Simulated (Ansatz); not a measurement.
# Si3N4 (Si3N4): the cost of one run

Computed with Ansatz 0.2.0 (DFT PBEsol, scalar-relativistic, plane waves, PAW, unless a step's input says otherwise).

A COD entry behind a cell of this session may itself be a prediction, so a difference from it is no test against experiment.

## Step 1: The system as given

Symmetry: Fd-3m, No. 227, cubic system. The conventional cell has a = 7.676 Å, b = 7.676 Å, c = 7.676 Å, α = 90.00°, β = 90.00°, γ = 90.00°. Si (site symmetry -3m) is surrounded by 6 N at 1.86 Å. Around Si (site symmetry -43m) lie 4 N at 1.76 Å. N (site symmetry 3m) has 4 Si at 1.76 to 1.86 Å as nearest neighbours.

Structure file:

```cif
data_structure
_symmetry_space_group_name_H-M 'P 1'
_symmetry_Int_Tables_number 1
_cell_length_a 5.4281
_cell_length_b 5.4281
_cell_length_c 5.4281
_cell_angle_alpha 60.000
_cell_angle_beta 60.000
_cell_angle_gamma 60.000
_cell_volume 113.09
loop_
_atom_site_label
_atom_site_type_symbol
_atom_site_fract_x
_atom_site_fract_y
_atom_site_fract_z
_atom_site_occupancy
Si1 Si 0.62500 0.62500 0.62500 1
Si2 Si 0.12500 0.62500 0.62500 1
Si3 Si 0.62500 0.62500 0.12500 1
Si4 Si 0.62500 0.12500 0.62500 1
Si5 Si 0.00000 0.00000 0.00000 1
Si6 Si 0.25000 0.25000 0.25000 1
N1 N 0.38240 0.38240 0.38240 1
N2 N 0.39720 0.86760 0.86760 1
N3 N 0.38240 0.38240 0.85280 1
N4 N 0.86760 0.39720 0.86760 1
N5 N 0.85280 0.38240 0.38240 1
N6 N 0.86760 0.86760 0.86760 1
N7 N 0.38240 0.85280 0.38240 1
N8 N 0.86760 0.86760 0.39720 1
```

The structure rests on an entry of the Crystallography Open Database; cell or positions may have been set otherwise for this series.

## Step 2: Relaxing cell and atoms: Si3N4 (Si3N4), no spin

The input, input.yaml:

```yaml
crystal:
  lattice:
    - [0.0, 3.83825, 3.83825]
    - [3.83825, 0.0, 3.83825]
    - [3.83825, 3.83825, 0.0]
  atoms:
    - { symbol: Si, position: [0.625, 0.625, 0.625] }
    - { symbol: Si, position: [0.125, 0.625, 0.625] }
    - { symbol: Si, position: [0.625, 0.625, 0.125] }
    - { symbol: Si, position: [0.625, 0.125, 0.625] }
    - { symbol: Si, position: [0.0, 0.0, 0.0] }
    - { symbol: Si, position: [0.25, 0.25, 0.25] }
    - { symbol: "N", position: [0.3824, 0.3824, 0.3824] }
    - { symbol: "N", position: [0.3972, 0.8676, 0.8676] }
    - { symbol: "N", position: [0.3824, 0.3824, 0.8528] }
    - { symbol: "N", position: [0.8676, 0.3972, 0.8676] }
    - { symbol: "N", position: [0.8528, 0.3824, 0.3824] }
    - { symbol: "N", position: [0.8676, 0.8676, 0.8676] }
    - { symbol: "N", position: [0.3824, 0.8528, 0.3824] }
    - { symbol: "N", position: [0.8676, 0.8676, 0.3972] }
scf:
  occupations: { method: fixed }
output:
  forces: true
  stress: true
  eigenvalues: true
  write_density: true
  write_potential: true
  elf: true
  volumetric_format: npy
hamiltonian:
  xc: pbesol
kpoints:
  mp_grid: { grid: [6, 6, 6] }
basis:
  ecutwfc: 600
relax:
  f_tol: 0.002
  max_steps: 60
  cell: { stress_tol: 0.02 }
```

The run is started by

```sh
$ ansatz run input.yaml --threads 4 --pin off --max-ram 10240MiB --backend cpu --events-out ev --progress --plain --runs-dir out
```

What time and memory should one allow on 4 threads of Intel Xeon 6975P-C (Granite Rapids), shared host?

About 10 s, with a peak of 0.66 GiB.
